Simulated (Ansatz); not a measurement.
# TiO2 (P4_2/mnm): relaxation of the ions from a Python script

Where do the atoms of TiO2 (P4_2/mnm) settle in the given cell? The task is a relaxation of the ions, for TiO2 (P4_2/mnm).

Program: the Python package of Ansatz 0.2.0. Level of theory: DFT r2SCAN+D4, plane waves, PAW. These are calculated values, not measurements.

## Step 1: The structure

Symmetry: P4_2/mnm, No. 136, tetragonal system. The conventional cell has a = 4.592 Å, b = 4.592 Å, c = 2.957 Å, α = 90.00°, β = 90.00°, γ = 90.00°. Ti (site symmetry mmm) is surrounded by 6 O at 1.95 to 1.98 Å. O (site symmetry m2m) has 3 Ti at 1.95 to 1.98 Å as nearest neighbours.

The script reads tio2.extxyz:

```xyz
6
Lattice="4.5922 0.0 0.0 0.0 4.5922 0.0 0.0 0.0 2.9574" Properties=species:S:1:pos:R:3 pbc="T T T"
Ti    0.00000000    0.00000000    0.00000000
Ti    2.29610000    2.29610000    1.47870000
O     1.40043731    1.40043731    0.00000000
O     0.89566269    3.69653731    1.47870000
O     3.19176269    3.19176269    0.00000000
O     3.69653731    0.89566269    1.47870000
```

## Step 2: The code

tio2.py

```python
# -*- coding: utf-8 -*-
from pathlib import Path

import ansatz as az
from ase import Atoms
from ase.data import atomic_numbers
from ase.io import write
import numpy as np
import spglib


def main():
    system = az.Crystal.from_extxyz("tio2.extxyz")

    base = system.calculation()
    base = base.functional("r2scan", dispersion="d4").basis(750)
    base = base.kpoints(mesh=(2, 2, 3)).occupations("gaussian")
    base = base.mixing("msr1", preconditioner="resta").scf(algorithm="direct_min")
    base = base.relax(force_tolerance=0.01, random_displacement=True, displacement_amplitude=0.03, displacement_seed=999)
    base = base.density()
    base = base.electron_localization_function()
    base = base.output_files(volumetric_format="npy").band_table()
    steps = []


    def follow(event):
        if event["event"] != "relax_step":
            return
        row = event["data"]
        steps.append(row)
        print(f"step {row['step']:3d}  E = {row['lagrangian_ev']:.5f} eV  largest force component = {row['allowed_force_max_ev_ang']:.4f} eV/A")


    result = base.session().plan(threads=1).execute(on_event=follow)
    data = result.report

    first, last = steps[0], steps[-1]
    symbols = [site.symbol for site in result.lattice.sites]
    print(f"energy gained {first['lagrangian_ev'] - last['lagrangian_ev']:.4f} eV in {len(steps) - 1} steps")

    relaxed = Atoms(symbols, positions=[site.position_ang for site in result.lattice.sites], cell=result.lattice.cell_ang, pbc=True)
    write("relaxed.extxyz", relaxed, format="extxyz")

    print("relaxed fractional positions")
    for site in result.lattice.sites:
        print(f"  {site.symbol:2s}", " ".join(f"{v % 1:8.5f}" for v in np.round(site.position_frac, 5)))

    fractions = [site.position_frac for site in result.lattice.sites]
    numbers = [atomic_numbers[s] for s in symbols]
    for tolerance in (1e-3, 1e-2, 1e-1):
        print(f"space group at {tolerance} A:", spglib.get_spacegroup((result.lattice.cell_ang, fractions, numbers), symprec=tolerance))

    for key in ("converged", "n_iterations", "n_electrons", "n_kpoints", "n_pw", "n_symmetry_ops", "free_energy_ev", "fermi_energy_ev"):
        print(f"{key:18s} {data[key]}")

    folder = Path(result.write_results("elf"))
    elf = np.load(folder / "elf.npy")
    peak = np.unravel_index(elf.argmax(), elf.shape)
    print(f"largest ELF {elf.max():.3f} at grid fractions", np.round(np.array(peak) / elf.shape, 3))
    for level in (0.2, 0.5, 0.7, 0.8, 0.9):
        print(f"share of the cell with ELF over {level}: {np.mean(elf > level):.3f}")

    levels = np.array(data["eigenvalues_ev"])
    filled = round(data["n_electrons"] / 2)
    top, bottom = levels[:, filled - 1], levels[:, filled]
    print("top of band", filled, "at k =", data["kpoints_frac"][top.argmax()], f"{top.max():.4f} eV")
    print("bottom of band", filled + 1, "at k =", data["kpoints_frac"][bottom.argmin()], f"{bottom.min():.4f} eV")
    print(f"gap by band count {bottom.min() - top.max():.3f} eV, least direct gap {(bottom - top).min():.3f} eV")


if __name__ == "__main__":
    main()
```

## Step 3: The calls as engine input

The engine receives this input:

```yaml
crystal:
  lattice:
    - [4.5922, 0.0, 0.0]
    - [0.0, 4.5922, 0.0]
    - [0.0, 0.0, 2.9574]
  atoms:
    - { symbol: Ti, position: [0.0, 0.0, 0.0] }
    - { symbol: Ti, position: [0.5, 0.5, 0.5] }
    - { symbol: O, position: [0.3049599995644789, 0.3049599995644789, 0.0] }
    - { symbol: O, position: [0.19504000043552108, 0.804959999564479, 0.5] }
    - { symbol: O, position: [0.695040000435521, 0.695040000435521, 0.0] }
    - { symbol: O, position: [0.804959999564479, 0.19504000043552108, 0.5] }
basis:
  ecutwfc: 750.0
kpoints:
  mp_grid:
    grid: [2, 2, 3]
hamiltonian:
  xc: r2scan
  dispersion: d4
scf:
  algorithm: direct_min
  mixing:
    algorithm: msr1
    preconditioner: resta
  occupations:
    method: gaussian
relax:
  f_tol: 0.01
  random_displacement:
    amplitude: 0.03
    seed: 999
output:
  write_density: true
  volumetric_format: npy
  elf: true
  eigenvalues: true
```

## Step 4: The run

Run with:

```
$ python tio2.py
```

Q: Predict the main results. Wanted: free energy; moves of the relaxation; energy gained; last largest force component; highest ELF outside the cores.

The runs gave:

| quantity | value |
| --- | --- |
| free energy | -7293.0299 eV (-1215.5050 eV/atom) |
| moves of the relaxation | 7 |
| energy gained | 6.8 meV/atom |
| last largest force component | 0.0006 eV/Å |
| highest ELF outside the cores | 0.83, in the shell around O |

**Reading.** After 7 moves the largest shift is 0.076 Å, of atom 2 (Ti). The script had first distorted the structure, so the gain undoes that, in part or whole. Within 0.02 Å the atoms end in space group P4_2nm, from P1 at the start. What to keep in mind:
- Spin is left out of this run.
- Along an axis with an odd division the mesh misses the point at one half; a gap read on a finite mesh is an upper bound on this functional's gap.
- The computed bands are complete only to about 2.5 eV above the Fermi level.
- Energy and stress may still move on a finer k-point mesh.
- An absolute Fermi energy rests on an arbitrary zero of the periodic potential and has no direct meaning.
- Energies along a relaxation are free energies. A last row that repeats the one before re-solves the same geometry more tightly.
- The first row is the displaced cell, and groups found at tight tolerances show what the force threshold leaves of the kick.
- The cell relaxed to the group P4_2nm; tensors and edges are in the axes of the typed cell.
- In a crystal with a gap the Fermi level's place inside it depends on smearing and mesh.
- Grid values close to the nuclei reflect the PAW or pseudopotential construction, not the all-electron fields.
